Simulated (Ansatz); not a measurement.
**C2H8ClGaSe: how energies converge with the basis set**

How large a basis does C2H8ClGaSe need? Two functionals are run in growing sets.

Program: Ansatz 0.2.0, Gaussian basis. Level of theory: one geometry, several basis sets. These are calculated values, not measurements.

The runs, in order: PBE0-D4/def2-SVP; ωB97M-V/def2-SVP; PBE0-D4/def2-QZVPP; ωB97M-V/def2-QZVPP; the functionals' def2-TZVPP values are taken from earlier runs.

## 1. The relaxed structure

An earlier PBE0-D4 in a triple-zeta def2 set relaxation fixed the geometry.

SMILES `[CH3][Ga-]([CH3])([Cl])[SeH2+]`, 13 atoms, charge 0, spin multiplicity 1.

Atoms are counted from 1 here; the program's logs count them from 0.

Bond lengths: C1–Ga2 1.967 Å, C1–H6 1.092 Å, C1–H7 1.091 Å, C1–H8 1.093 Å, Ga2–C3 1.967 Å, Ga2–Cl4 2.209 Å, Ga2–Se5 2.794 Å, C3–H9 1.091 Å, C3–H10 1.093 Å, C3–H11 1.092 Å, Se5–H12 1.468 Å, Se5–H13 1.468 Å. Angles: Ga2–C1–H6 111.7°, Ga2–C1–H7 110.9°, Ga2–C1–H8 109.4°, H6–C1–H7 109.1°, H6–C1–H8 107.9°, H7–C1–H8 107.7°, C1–Ga2–C3 129.4°, C1–Ga2–Cl4 113.0°, C1–Ga2–Se5 98.5°, C3–Ga2–Cl4 113.0°, C3–Ga2–Se5 98.5°, Cl4–Ga2–Se5 93.7°, Ga2–C3–H9 110.9°, Ga2–C3–H10 109.4°, Ga2–C3–H11 111.7°, H9–C3–H10 107.7°, H9–C3–H11 109.1°, H10–C3–H11 107.9° and more.

## 2. PBE0-D4 in def2-SVP

in.yaml reads:

```yaml
crystal:
  periodic: [false, false, false]
  atoms:
    - {symbol: C, position_ang: [-1.932996, 0.413385, 0.264469]}
    - {symbol: Ga, position_ang: [-0.187510, -0.219365, -0.384964]}
    - {symbol: C, position_ang: [0.839869, -1.811059, 0.144015]}
    - {symbol: Cl, position_ang: [0.267016, 0.458367, -2.438140]}
    - {symbol: Se, position_ang: [1.425581, 1.726597, 0.806400]}
    - {symbol: H, position_ang: [-1.999746, 0.364628, 1.353502]}
    - {symbol: H, position_ang: [-2.121208, 1.438376, -0.058920]}
    - {symbol: H, position_ang: [-2.724986, -0.215930, -0.149564]}
    - {symbol: H, position_ang: [1.863307, -1.757003, -0.230505]}
    - {symbol: H, position_ang: [0.375963, -2.702619, -0.285667]}
    - {symbol: H, position_ang: [0.862760, -1.933789, 1.229019]}
    - {symbol: H, position_ang: [2.494485, 1.448595, -0.160596]}
    - {symbol: H, position_ang: [0.858067, 2.755016, -0.074048]}
basis:
  gaussian: {orbitals: def2-SVP}
hamiltonian: {xc: pbe0, dispersion: d4}
output: {orbitals: {seedname: orbitals}}
```

Started as:

```
> ansatz run in.yaml --threads 4 --pin off --events-out ev --progress --plain --max-ram 11315MiB
```

The runs that follow: ωB97M-V in def2-SVP; PBE0-D4 in def2-QZVPP; ωB97M-V in def2-QZVPP.

Before running them: what should the planned runs give, taken together? Wanted: PBE0-D4: double and triple zeta above quadruple; ωB97M-V: double and triple zeta above quadruple.

**Answer**, as computed:

| quantity | value |
| --- | --- |
| PBE0-D4: double and triple zeta above quadruple | 24.52, 3.05 eV |
| ωB97M-V: double and triple zeta above quadruple | 24.51, 2.96 eV |

**Reading.** For PBE0-D4 the step from double to triple zeta gains 21.47 eV and the next only 3.05 eV. Total energies overstate the basis error of differences, where much of it tends to cancel. The LUMO of ωB97M-V is positive and keeps falling with the basis (1.51 to 0.84 eV): an unbound level that the basis holds in place.
